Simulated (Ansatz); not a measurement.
# SiO2: the cost of one run

Method: DFT LDA, scalar-relativistic, plane waves, PAW, in Ansatz 0.2.0.

### Step 1. The starting structure

The structure is tetragonal, space group I-42d (No. 122). Conventional cell: a = 4.748 Å, b = 4.748 Å, c = 7.488 Å, α = 90.00°, β = 90.00°, γ = 90.00°. Si (site symmetry -4) is surrounded by 4 O at 1.62 Å. O (site symmetry 2) has 2 Si at 1.62 Å in its first shell of neighbours.

Coordinates:

```cif
data_structure
_symmetry_space_group_name_H-M 'I-42d'
_symmetry_Int_Tables_number 122
_cell_length_a 4.7481
_cell_length_b 4.7481
_cell_length_c 7.4880
_cell_angle_alpha 90.000
_cell_angle_beta 90.000
_cell_angle_gamma 90.000
_cell_volume 168.81
loop_
_atom_site_label
_atom_site_type_symbol
_atom_site_symmetry_multiplicity
_atom_site_Wyckoff_symbol
_atom_site_fract_x
_atom_site_fract_y
_atom_site_fract_z
_atom_site_occupancy
Si1 Si 4 a 0.00000 0.00000 0.00000 1
O1 O 8 d 0.25000 0.62338 0.37500 1
```

Source of the structure: the Crystallography Open Database.

### Step 2. Quick check of gap, pressure and forces

Contents of input.yaml:

```yaml
crystal:
  lattice:
    - [-2.37405, 2.37405, 3.744]
    - [2.37405, -2.37405, 3.744]
    - [2.37405, 2.37405, -3.744]
  atoms:
    - { symbol: Si, position: [0.0, 0.0, 0.0] }
    - { symbol: Si, position: [0.75, 0.25, 0.5] }
    - { symbol: O, position: [0.99838, 0.625, 0.87338] }
    - { symbol: O, position: [0.375, 0.24838, 0.37338] }
    - { symbol: O, position: [0.75162, 0.125, 0.12662] }
    - { symbol: O, position: [0.875, 0.00162, 0.62662] }
basis:
  ecutwfc: 420
kpoints:
  mp_grid: { grid: [6, 6, 6] }
hamiltonian:
  xc: lda
scf:
  occupations: { method: gaussian, width: 0.1 }
output:
  forces: true
  stress: true
  eigenvalues: true
```

The run is started by

```sh
$ ansatz run input.yaml --threads 2 --pin off --max-ram 5120MiB --backend cpu --events-out ev --progress --plain --runs-dir out
```

What time and memory should one allow on 2 threads of Intel Xeon at 2.50GHz (Skylake/Cascade Lake), shared host?

About 5.6 s, with a peak of 0.34 GiB.
